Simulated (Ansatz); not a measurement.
# CH4MoO3: one species, many methods

The task here is to estimate one member of a computed series from the others.

Method: functionals in def2-TZVPP, the program's frozen cores in correlated methods; program: Ansatz 0.2.0, Gaussian basis.

The runs, in order: LDA (SPW92), PBE-D4, revPBE-D4, BLYP-D4, r2SCAN-D4, B97M-V, PBE0-D4, B3LYP-D4, r2SCANh-D4, r2SCAN0-D4, HSE06-D4, BHLYP-D4, CAM-B3LYP-D4, LC-ωPBE, ωB97X-V, ωB97M-V, B2PLYP, PBE-QIDH; CCSD(T)/def2-SVP; CCSD(T)/def2-TZVPP; MP2/def2-QZVPP; extrapolation to the limit; RPA on PBE.

### The relaxed structure

The geometry comes from an earlier relaxation with PBE0-D4 in a triple-zeta def2 set; it is a stationary point, not always the lowest conformer. Mo takes the def2 core potential; no spin-orbit term is included.

SMILES `[CH3][Mo](=[O])(=[O])[OH]`, 9 atoms, charge 0, spin multiplicity 1.

Atoms are counted from 1 here; the program's logs count them from 0.

Bond lengths: C1–Mo2 2.100 Å, C1–H6 1.092 Å, C1–H7 1.093 Å, C1–H8 1.093 Å, Mo2–O3 1.676 Å, Mo2–O4 1.676 Å, Mo2–O5 1.867 Å, O5–H9 0.960 Å. Angles: Mo2–C1–H6 110.1°, Mo2–C1–H7 109.4°, Mo2–C1–H8 108.9°, H6–C1–H7 109.2°, H6–C1–H8 109.2°, H7–C1–H8 110.0°, C1–Mo2–O3 105.6°, C1–Mo2–O4 105.9°, C1–Mo2–O5 108.5°, O3–Mo2–O4 109.8°, O3–Mo2–O5 112.4°, O4–Mo2–O5 114.0°, Mo2–O5–H9 126.1°.

Set-up of the first run:

Input file in.yaml:

```yaml
crystal:
  periodic: [false, false, false]
  atoms:
    - {symbol: C, position_ang: [-0.840160, -0.934378, -0.498861]}
    - {symbol: Mo, position_ang: [0.651816, 0.489956, -0.104697]}
    - {symbol: O, position_ang: [0.721679, 1.460400, -1.469457]}
    - {symbol: O, position_ang: [2.079340, -0.373847, 0.052211]}
    - {symbol: O, position_ang: [0.169440, 1.445730, 1.425420]}
    - {symbol: H, position_ang: [-0.598398, -1.489845, -1.407185]}
    - {symbol: H, position_ang: [-0.907944, -1.630009, 0.341631]}
    - {symbol: H, position_ang: [-1.794700, -0.419214, -0.635170]}
    - {symbol: H, position_ang: [0.607428, 1.404907, 2.279008]}
basis:
  gaussian: {orbitals: def2-TZVPP}
hamiltonian: {xc: lda}
output: {orbitals: {seedname: orbitals}}
```

The run is started by

```
ansatz run in.yaml --threads 4 --pin off --events-out ev --progress --plain --max-ram 10444MiB
```

Steps of the session up to this table: LDA; PBE-D4 (GGA); revPBE-D4 (GGA); BLYP-D4 (GGA); r2SCAN-D4 (meta-GGA); B97M-V (meta-GGA); PBE0-D4 (hybrid); B3LYP-D4 (hybrid); r2SCANh-D4 (hybrid); r2SCAN0-D4 (hybrid); HSE06-D4 (hybrid); BHLYP-D4 (hybrid); CAM-B3LYP-D4 (range-separated); LC-ωPBE (range-separated); ωB97X-V (range-separated); ωB97M-V (range-separated); B2PLYP (double hybrid); PBE-QIDH (double hybrid).

One of the session's tables, all rows but one given; the rest of the session is left out.

It belongs to the step «Orbital energies across the functionals». 

| functional | HOMO (eV) | LUMO (eV) | gap (eV) |
| --- | --- | --- | --- |
| LDA (SPW92) | -7.65 | -3.43 | 4.22 |
| PBE-D4 | ? | ? | ? |
| revPBE-D4 | -7.34 | -3.08 | 4.26 |
| BLYP-D4 | -7.33 | -3.11 | 4.22 |
| r2SCAN-D4 | -7.78 | -3.13 | 4.65 |
| B97M-V | -7.86 | -3.07 | 4.79 |
| PBE0-D4 | -8.97 | -2.40 | 6.57 |
| B3LYP-D4 | -8.74 | -2.65 | 6.08 |
| r2SCANh-D4 | -8.38 | -2.83 | 5.56 |
| r2SCAN0-D4 | -9.18 | -2.36 | 6.82 |
| HSE06-D4 | -8.56 | -2.78 | 5.79 |
| BHLYP-D4 | -10.29 | -1.48 | 8.81 |
| CAM-B3LYP-D4 | -10.39 | -1.32 | 9.07 |
| LC-ωPBE | -11.75 | -0.11 | 11.64 |
| ωB97X-V | -11.38 | -0.19 | 11.19 |
| ωB97M-V | -11.28 | -0.23 | 11.04 |

**Question.** Estimate the row for PBE-D4.

As computed: HOMO (eV): -7.42; LUMO (eV): -3.18; gap (eV): 4.24. In the column «HOMO (eV)» it lies between LDA (SPW92) (-7.65) and revPBE-D4 (-7.34).
